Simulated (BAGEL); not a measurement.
# C2H2Cl2Si (SMILES C#C[SiH](Cl)Cl): a chain of runs

Wanted: a single-point energy (HF/6-31G*), then a single-point energy (NEVPT2(2,2)/6-31G*), then a single-point energy (CASPT2(2,2)/6-31G*) of C2H2Cl2Si. 

Program for the calculation: BAGEL 1.2.2.

2 further runs of the same task are left out: 2 set aside as unsound or not needed.

## Step 1: The system as given

The species is C2H2Cl2Si (7 atoms), meant as a singlet with charge 0. As SMILES, `C#C[SiH](Cl)Cl`. The Si3–Cl4 distance was set to 4.685 Å, away from the relaxed value. At this shape a bond of the SMILES string is far longer than usual.

Bond lengths: C1–C2 1.205 Å, C2–Si3 1.807 Å, Si3–Cl5 2.037 Å, C1–H6 1.066 Å, Si3–H7 1.472 Å. Angles: C1–C2–Si3 179.1°, C2–Si3–Cl5 109.2°, C2–C1–H6 179.8°, C2–Si3–H7 111.4°, Cl5–Si3–H7 108.7°.

## Step 2: The energy at HF/6-31G(d) (density fitting with svp-jkfit, spherical functions) (run 1)

Contents of calc.json:

```json
{ "bagel": [

{
  "title": "molecule",
  "basis": "6-31gs.json",
  "df_basis": "svp-jkfit",
  "geometry": [
    { "atom": "C", "xyz": [     4.16193471,     1.14543292,     5.84113778 ] },
    { "atom": "C", "xyz": [     3.98354456,     1.87127673,     3.68987356 ] },
    { "atom": "Si", "xyz": [     3.76622606,     2.94445219,     0.45447346 ] },
    { "atom": "Cl", "xyz": [    -2.85462028,    -1.31978473,    -3.58896786 ] },
    { "atom": "Cl", "xyz": [     3.07383040,     6.73051849,     0.42045839 ] },
    { "atom": "H", "xyz": [     4.31386869,     0.50500474,     7.74579274 ] },
    { "atom": "H", "xyz": [     6.12460426,     2.45558005,    -0.93674291 ] }
  ]
},

{ "title": "hf" },

{ "title": "print", "file": "orbitals.molden", "orbitals": true }

]}
```

The basis set 6-31G* is read from a file made from the Basis Set Exchange's data (not shown).

Run with:

```sh
$ BAGEL_NUM_THREADS=1 BAGEL calc.json > calc.out
```

Standard output:

```text
* using 1 threads per process

  ===============================================================
  ===============================================================

  *** Geometry ***

  { "atom" : "C", "xyz" : [      4.161935,      1.145433,      5.841138 ] },
  { "atom" : "C", "xyz" : [      3.983545,      1.871277,      3.689874 ] },
  { "atom" : "Si", "xyz" : [      3.766226,      2.944452,      0.454473 ] },
  { "atom" : "Cl", "xyz" : [     -2.854620,     -1.319785,     -3.588968 ] },
  { "atom" : "Cl", "xyz" : [      3.073830,      6.730518,      0.420458 ] },
  { "atom" : "H", "xyz" : [      4.313869,      0.505005,      7.745793 ] },
  { "atom" : "H", "xyz" : [      6.124604,      2.455580,     -0.936743 ] },

  Number of auxiliary basis functions:      570

  Since a DF basis is specified, we compute 2- and 3-index integrals:
    o Being stored without compression. Storage requirement is 0.034 GB

  Number of basis functions:       86
  Number of electrons      :       62

    * METHOD: MOLECULE                             0.36

  *** RHF ***

  === Nuclear Repulsion ===
   240.2818222049

      * DIIS with orbital gradients will be used.

  === RHF iteration (6-31gs.json) ===
      0      -1284.40186789          0.01401250           0.12
      1      -1283.89401562          0.01615028           0.12
      2      -1284.52201702          0.00672497           0.12
      3      -1284.56920954          0.00338326           0.11
      4      -1284.58727354          0.00175124           0.12
      5      -1284.59372169          0.00085959           0.11
      6      -1284.59860919          0.00050884           0.11
      7      -1284.60145357          0.00035347           0.12
      8      -1284.60166328          0.00012320           0.11
      9      -1284.60177550          0.00003695           0.12
     10      -1284.60178346          0.00001159           0.12
     11      -1284.60178382          0.00000559           0.11
     12      -1284.60178402          0.00000283           0.12
     13      -1284.60178411          0.00000223           0.11
     14      -1284.60178423          0.00000127           0.11
     15      -1284.60178427          0.00000072           0.12
     16      -1284.60178428          0.00000036           0.12
     17      -1284.60178428          0.00000020           0.12
     18      -1284.60178428          0.00000012           0.12
     19      -1284.60178428          0.00000005           0.12
     20      -1284.60178428          0.00000003           0.12
     21      -1284.60178428          0.00000002           0.12
     22      -1284.60178428          0.00000002           0.12
     23      -1284.60178428          0.00000001           0.12
     24      -1284.60178428          0.00000001           0.12
    * SCF iteration converged.

    * Permanent dipole moment:
           (   -4.409736,    -2.100377,    -3.515639) a.u.

    * METHOD: HF                                   3.18

    * METHOD: PRINT                                0.02

  ===============================================================
```

Run time: 3.9 s. Hardware: 1 thread of Arm Neoverse V1, shared host; peak memory 0.15 GiB.

## Step 3: A single-point energy at NEVPT2(2,2)/6-31G(d) (density fitting with svp-jkfit, spherical functions) (run 2)

Contents of job.json:

```json
{ "bagel": [

{
  "title": "molecule",
  "basis": "6-31gs.json",
  "df_basis": "svp-jkfit",
  "geometry": [
    { "atom": "C", "xyz": [  4.16193471,  1.14543292,  5.84113778 ] },
    { "atom": "C", "xyz": [  3.98354456,  1.87127673,  3.68987356 ] },
    { "atom": "Si", "xyz": [  3.76622606,  2.94445219,  0.45447346 ] },
    { "atom": "Cl", "xyz": [ -2.85462028, -1.31978473, -3.58896786 ] },
    { "atom": "Cl", "xyz": [  3.07383040,  6.73051849,  0.42045839 ] },
    { "atom": "H", "xyz": [  4.31386869,  0.50500474,  7.74579274 ] },
    { "atom": "H", "xyz": [  6.12460426,  2.45558005, -0.93674291 ] }
  ]
},
{ "title": "hf" },
{ "title": "casscf", "nstate": 1, "nact": 2, "nclosed": 30, "active": [31, 32], "maxiter": 200, "natocc": true },
{ "title": "nevpt2", "nstate": 1, "nact": 2, "nclosed": 30, "active": [31, 32], "maxiter": 200, "natocc": true, "ncore": 17 },
{ "title": "print", "file": "orbitals.molden", "orbitals": true }

]}
```

The basis set 6-31G* is read from a file made from the Basis Set Exchange's data (not shown).

Run with:

```sh
$ BAGEL_NUM_THREADS=1 BAGEL job.json > job.out
```

Standard output:

```text
* using 1 threads per process

  ===============================================================
  ===============================================================

  *** Geometry ***

  { "atom" : "C", "xyz" : [      4.161935,      1.145433,      5.841138 ] },
  { "atom" : "C", "xyz" : [      3.983545,      1.871277,      3.689874 ] },
  { "atom" : "Si", "xyz" : [      3.766226,      2.944452,      0.454473 ] },
  { "atom" : "Cl", "xyz" : [     -2.854620,     -1.319785,     -3.588968 ] },
  { "atom" : "Cl", "xyz" : [      3.073830,      6.730518,      0.420458 ] },
  { "atom" : "H", "xyz" : [      4.313869,      0.505005,      7.745793 ] },
  { "atom" : "H", "xyz" : [      6.124604,      2.455580,     -0.936743 ] },

  Number of auxiliary basis functions:      570

  Since a DF basis is specified, we compute 2- and 3-index integrals:
    o Being stored without compression. Storage requirement is 0.034 GB

  Number of basis functions:       86
  Number of electrons      :       62

    * METHOD: MOLECULE                             0.36

  *** RHF ***

  === Nuclear Repulsion ===
   240.2818222049

      * DIIS with orbital gradients will be used.

  === RHF iteration (6-31gs.json) ===
      0      -1284.40186789          0.01401250           0.13
      1      -1283.89401562          0.01615028           0.12
      2      -1284.52201702          0.00672497           0.12
      3      -1284.56920954          0.00338326           0.12
      4      -1284.58727354          0.00175124           0.12
      5      -1284.59372169          0.00085959           0.12
      6      -1284.59860919          0.00050884           0.12
      7      -1284.60145357          0.00035347           0.12
      8      -1284.60166328          0.00012320           0.12
      9      -1284.60177550          0.00003695           0.12
     10      -1284.60178346          0.00001159           0.12
     11      -1284.60178382          0.00000559           0.12
     12      -1284.60178402          0.00000283           0.11
     13      -1284.60178411          0.00000223           0.11
     14      -1284.60178423          0.00000127           0.11
     15      -1284.60178427          0.00000072           0.11
     16      -1284.60178428          0.00000036           0.11
     17      -1284.60178428          0.00000020           0.11
     18      -1284.60178428          0.00000012           0.11
     19      -1284.60178428          0.00000005           0.11
     20      -1284.60178428          0.00000003           0.11
     21      -1284.60178428          0.00000002           0.12
     22      -1284.60178428          0.00000002           0.12
     23      -1284.60178428          0.00000001           0.12
     24      -1284.60178428          0.00000001           0.12
    * SCF iteration converged.

    * Permanent dipole moment:
           (   -4.409736,    -2.100377,    -3.515639) a.u.

    * METHOD: HF                                   3.19

  ---------------------------
      CASSCF calculation
  ---------------------------

    ==== Active orbitals : =====
         Orbital 31
         Orbital 32
    ============================

    * nstate   :      1
    * nclosed  :     30
    * nact     :      2
    * nvirt    :     54
  === CASSCF iteration (6-31gs.json) ===

    * Using the second-order algorithm

      0  0     -1284.64981717     1.24e-02      0.03

      1  0     -1284.69038050     1.15e-03      0.78

      2  0     -1284.69116352     2.30e-04      0.81

      3  0     -1284.69120251     5.63e-05      0.99

      4  0     -1284.69120487     1.40e-05      0.78

      5  0     -1284.69120502     3.51e-06      0.77

      6  0     -1284.69120503     8.86e-07      0.98

      7  0     -1284.69120503     2.24e-07      0.74

      8  0     -1284.69120503     5.65e-08      0.75

      9  0     -1284.69120503     1.43e-08      0.73

     10  0     -1284.69120503     3.61e-09      0.73

    * Second-order optimization converged. *

     guess   0:   closed 1.                   open ..

  === FCI iteration ===

      0  0     -1284.54201551     9.88e-02      0.00
      1  0     -1284.66920556     3.27e-02      0.00
      2  0 *   -1284.69120503     8.77e-16      0.00

     * ci vector, state   0, <S^2> = 0.0000
       2.     0.7567405434
       .2    -0.6537153432

    * METHOD: CASSCF                               8.38

    * freezing 17 orbitals

  === DF-NEVPT2 calculation ===

    * 3-index integral transformation done
    * assembly done

      NEVPT2 correlation energy:   -0.5406942558      0.17

          (+0)     -0.4676239188
          (+0)'    -0.0107700868
          (+1)     -0.0196914660
          (+1)'    -0.0000000000
          (+2)     -0.0000349826
          (-1)     -0.0425165588
          (-1)'     0.0000000000
          (-2)     -0.0000572427

      NEVPT2 total energy:       -1285.2318992840

    * METHOD: NEVPT2                               0.38

    * METHOD: PRINT                                0.02

  ===============================================================
```

Run time: 13 s. Hardware: 1 thread of Arm Neoverse V1, shared host; peak memory 0.15 GiB.

## Step 4: A single-point energy at CASPT2(2,2)/6-31G(d) (density fitting with svp-jkfit, spherical functions) (run 3)

Contents of caspt2.json:

```json
{ "bagel" : [

{
  "title" : "molecule",
  "basis" : "6-31gs.json",
  "df_basis" : "svp-jkfit",
  "geometry" : [
    { "atom" : "C", "xyz" : [     4.16193471,     1.14543292,     5.84113778 ] },
    { "atom" : "C", "xyz" : [     3.98354456,     1.87127673,     3.68987356 ] },
    { "atom" : "Si", "xyz" : [     3.76622606,     2.94445219,     0.45447346 ] },
    { "atom" : "Cl", "xyz" : [    -2.85462028,    -1.31978473,    -3.58896786 ] },
    { "atom" : "Cl", "xyz" : [     3.07383040,     6.73051849,     0.42045839 ] },
    { "atom" : "H", "xyz" : [     4.31386869,     0.50500474,     7.74579274 ] },
    { "atom" : "H", "xyz" : [     6.12460426,     2.45558005,    -0.93674291 ] }
  ]
},

{ "title" : "hf" },

{ "title" : "casscf", "nstate" : 1, "nact" : 2, "nclosed" : 30, "nspin" : 0, "active" : [31, 32], "maxiter" : 200, "natocc" : true },

{ "title" : "print", "file" : "orbitals.molden", "orbitals" : true },

{ "title" : "smith", "method" : "caspt2", "ms" : true, "xms" : true, "sssr" : true, "shift" : 0.2, "shift_imag" : true, "ncore" : 17 }

]}
```

The basis set 6-31G* is read from a file made from the Basis Set Exchange's data (not shown).

Run with:

```sh
$ BAGEL_NUM_THREADS=1 BAGEL caspt2.json > caspt2.out
```

Standard output:

```text
* using 1 threads per process

  ===============================================================
  ===============================================================

  *** Geometry ***

  { "atom" : "C", "xyz" : [      4.161935,      1.145433,      5.841138 ] },
  { "atom" : "C", "xyz" : [      3.983545,      1.871277,      3.689874 ] },
  { "atom" : "Si", "xyz" : [      3.766226,      2.944452,      0.454473 ] },
  { "atom" : "Cl", "xyz" : [     -2.854620,     -1.319785,     -3.588968 ] },
  { "atom" : "Cl", "xyz" : [      3.073830,      6.730518,      0.420458 ] },
  { "atom" : "H", "xyz" : [      4.313869,      0.505005,      7.745793 ] },
  { "atom" : "H", "xyz" : [      6.124604,      2.455580,     -0.936743 ] },

  Number of auxiliary basis functions:      570

  Since a DF basis is specified, we compute 2- and 3-index integrals:
    o Being stored without compression. Storage requirement is 0.034 GB

  Number of basis functions:       86
  Number of electrons      :       62

    * METHOD: MOLECULE                             0.36

  *** RHF ***

  === Nuclear Repulsion ===
   240.2818222049

      * DIIS with orbital gradients will be used.

  === RHF iteration (6-31gs.json) ===
      0      -1284.40186789          0.01401250           0.13
      1      -1283.89401562          0.01615028           0.12
      2      -1284.52201702          0.00672497           0.12
      3      -1284.56920954          0.00338326           0.12
      4      -1284.58727354          0.00175124           0.12
      5      -1284.59372169          0.00085959           0.12
      6      -1284.59860919          0.00050884           0.12
      7      -1284.60145357          0.00035347           0.12
      8      -1284.60166328          0.00012320           0.13
      9      -1284.60177550          0.00003695           0.12
     10      -1284.60178346          0.00001159           0.12
     11      -1284.60178382          0.00000559           0.12
     12      -1284.60178402          0.00000283           0.12
     13      -1284.60178411          0.00000223           0.12
     14      -1284.60178423          0.00000127           0.12
     15      -1284.60178427          0.00000072           0.12
     16      -1284.60178428          0.00000036           0.12
     17      -1284.60178428          0.00000020           0.13
     18      -1284.60178428          0.00000012           0.13
     19      -1284.60178428          0.00000005           0.12
     20      -1284.60178428          0.00000003           0.13
     21      -1284.60178428          0.00000002           0.12
     22      -1284.60178428          0.00000002           0.13
     23      -1284.60178428          0.00000001           0.12
     24      -1284.60178428          0.00000001           0.12
    * SCF iteration converged.

    * Permanent dipole moment:
           (   -4.409736,    -2.100377,    -3.515639) a.u.

    * METHOD: HF                                   3.32

  ---------------------------
      CASSCF calculation
  ---------------------------

    ==== Active orbitals : =====
         Orbital 31
         Orbital 32
    ============================

    * nstate   :      1
    * nclosed  :     30
    * nact     :      2
    * nvirt    :     54
  === CASSCF iteration (6-31gs.json) ===

    * Using the second-order algorithm

      0  0     -1284.64981717     1.24e-02      0.04

      1  0     -1284.69038050     1.15e-03      0.82

      2  0     -1284.69116352     2.30e-04      0.85

      3  0     -1284.69120251     5.63e-05      0.98

      4  0     -1284.69120487     1.40e-05      0.75

      5  0     -1284.69120502     3.51e-06      0.77

      6  0     -1284.69120503     8.86e-07      0.91

      7  0     -1284.69120503     2.24e-07      0.76

      8  0     -1284.69120503     5.65e-08      0.75

      9  0     -1284.69120503     1.43e-08      0.71

     10  0     -1284.69120503     3.61e-09      0.68

    * Second-order optimization converged. *

     guess   0:   closed 1.                   open ..

  === FCI iteration ===

      0  0     -1284.54201551     9.88e-02      0.00
      1  0     -1284.66920556     3.27e-02      0.00
      2  0 *   -1284.69120503     8.77e-16      0.00

     * ci vector, state   0, <S^2> = 0.0000
       2.     0.7567405434
       .2    -0.6537153432

    * METHOD: CASSCF                               8.29

    * METHOD: PRINT                                0.02

  === SMITH program ===

    * freezing 17 orbitals

    * Approximate memory requirement for SMITH calulation per MPI process:
      o Storage requirement for T-amplitude, lambda, and residual is 0.02 GB
      o Storage requirement for MO integrals is 0.01 GB
    * Calculating and saving rdm4f

    * Zeroth order energy : state  0       -0.4558787439

    * CASPT2 iteration is performed using orthogonal basis

      -------------------------------------------  CASPT2 iteration  ---------------------------------------------------
       #      aibj      arbs      arbi      airj      risj      airs      arst      rist         Etot      error   time
      ------------------------------------------------------------------------------------------------------------------

       0  -0.46455  -0.00007  -0.04659  -0.02194  -0.00006  -0.01064   0.00000   0.00000   -0.5438488  0.0003572   0.09
       1  -0.46457  -0.00007  -0.04660  -0.02195  -0.00006  -0.01068  -0.00000  -0.00000   -0.5439373  0.0000320   0.08
       2  -0.46457  -0.00007  -0.04660  -0.02195  -0.00006  -0.01068  -0.00000  -0.00000   -0.5439381  0.0000033   0.08
       3  -0.46457  -0.00007  -0.04660  -0.02195  -0.00006  -0.01068  -0.00000  -0.00000   -0.5439381  0.0000003   0.08

      ------------------------------------------------------------------------------------------------------------------

    * CASPT2 energy : state  0    -1285.2393159735
        w/o shift correction      -1285.2351431474
        reference weight              0.8211274408

    * METHOD: SMITH                                0.62

  ===============================================================
```

Wall time 13 s (1 thread of Arm Neoverse V1, shared host); peak memory 0.18 GiB.

## Step 5: Outcome

| quantity | value |
| --- | --- |
| run 1, HF/6-31G*: total energy | -1284.60178 Eh |
| run 1, HF/6-31G*: dipole moment | 15.30 D |
| run 1, HF/6-31G*: HOMO energy | -7.80 eV |
| run 1, HF/6-31G*: LUMO energy | -3.55 eV |
| run 1, HF/6-31G*: HOMO–LUMO gap | 4.25 eV |
| run 2, NEVPT2(2,2)/6-31G*: total energy | -1285.23190 Eh |
| run 3, CASPT2(2,2)/6-31G*: total energy | -1285.23932 Eh |

In words: One bond (run 1, HF/6-31G*) is far stretched, which a spin-restricted single reference describes badly; a broken-symmetry solution may lie lower.
